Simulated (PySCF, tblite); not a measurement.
# C₅H₁₁BSi: geometry, infrared bands and NMR shifts

Wanted: the infrared bands and NMR shifts of C₅H₁₁BSi (`C=CBC[SiH2]C=C`), by calculation.

Computed with tblite 0.8.0 and PySCF 2.14.0, with density-fitted response routines of our own, on a single molecule in the gas phase. Atoms count from 0, in the outputs and in this text.

## (1) Starting geometry

18 atoms, charge 0, multiplicity 1; geometry from: force field or distance geometry start.

Bonds of the start (Å): C0–C1 1.34, C1–B2 1.58, B2–C3 1.59, C3–Si4 1.87, Si4–C5 1.86, C5–C6 1.34, C0–H7 1.08, C0–H8 1.08, C1–H9 1.08, B2–H10 1.17, C3–H11 1.10, C3–H12 1.13, Si4–H13 1.47, Si4–H14 1.47, C5–H15 1.07, C6–H16 1.09, C6–H17 1.08.

## (2) Optimising the geometry with GFN2-xTB

The job: settings as JSON, then the geometry in Å.

```
{"job": {"kind": "relax", "xc": "GFN2-xTB", "basis": "xTB"}, "charge": 0, "multiplicity": 1}
C      2.721300     0.211300    -1.347400
C      1.602600     0.396300    -0.630100
B      1.428100    -0.319000     0.772000
C      0.108400    -0.064000     1.629600
Si    -1.355100    -0.978600     0.907300
C     -1.839400    -0.231000    -0.723500
C     -2.226800     1.043900    -0.808400
H      2.823800     0.721100    -2.298500
H      3.524000    -0.430900    -1.001400
H      0.818200     1.039700    -0.989700
H      2.299300    -0.955500     1.225200
H     -0.113200     1.011600     1.698000
H      0.274900    -0.458600     2.673300
H     -1.003400    -2.393500     0.703200
H     -2.496400    -0.873900     1.826400
H     -1.796300    -0.842900    -1.602400
H     -2.273400     1.675400     0.080700
H     -2.505500     1.454700    -1.766200
```

Command:

```bash
> OMP_NUM_THREADS=1 python probes_run.py task.json out
```

This one command runs all jobs of the session in turn.

**Question.** This job is followed by: GFN2-xTB harmonic vibrations, gas phase; GIAO PBE0/pcSseg-1 NMR shielding, non-relativistic, gas phase. Predict these results of the whole session: strongest single infrared mode (GFN2-xTB); zero-point energy (GFN2-xTB); ¹³C shifts against TMS (PBE0/pcSseg-1); ¹H shifts against TMS (PBE0/pcSseg-1, means over atoms taken as alike); ¹¹B shifts against BF3·OEt2 (PBE0/pcSseg-1); ²⁹Si shifts against TMS (PBE0/pcSseg-1); surface potential, 1st and 99th percentile.

The runs gave:

```
                                                              quantity                                                     value
                             strongest single infrared mode (GFN2-xTB)                                     2193 cm⁻¹, 466 km/mol
                                          zero-point energy (GFN2-xTB)                                             86.7 kcal/mol
                                ¹³C shifts against TMS (PBE0/pcSseg-1)                      155.4, 154.6, 143.6, 141.6, 25.2 ppm
¹H shifts against TMS (PBE0/pcSseg-1, means over atoms taken as alike)  7.12, 7.02, 6.84, 6.59, 6.32, 6.23, 6.20, 4.59, 1.64 ppm
                           ¹¹B shifts against BF3·OEt2 (PBE0/pcSseg-1)                                                  71.5 ppm
                               ²⁹Si shifts against TMS (PBE0/pcSseg-1)                                                 -48.2 ppm
                                 surface potential, 1st and 99th percentile                                        -0.54 V and 0.83 V
```

In words: The optimisation took 175 steps and gained 0.217 eV; among the close pairs (by a distance rule), C3–Si4 changed most, from 1.871 to 1.921 Å. No mode is imaginary among the 48: a minimum at this level. The strongest single mode, at 2193 cm⁻¹, moves mainly H14 and H13. Unscaled tight-binding wavenumbers are off by several per cent, some by more. Its intensities can rank the bands wrongly. By nearest atom (PBE0/pcSseg-1), the HOMO sits on C5, C6 about 27 % each; C3 11 % and the LUMO on B2 34 %; C0 22 %.
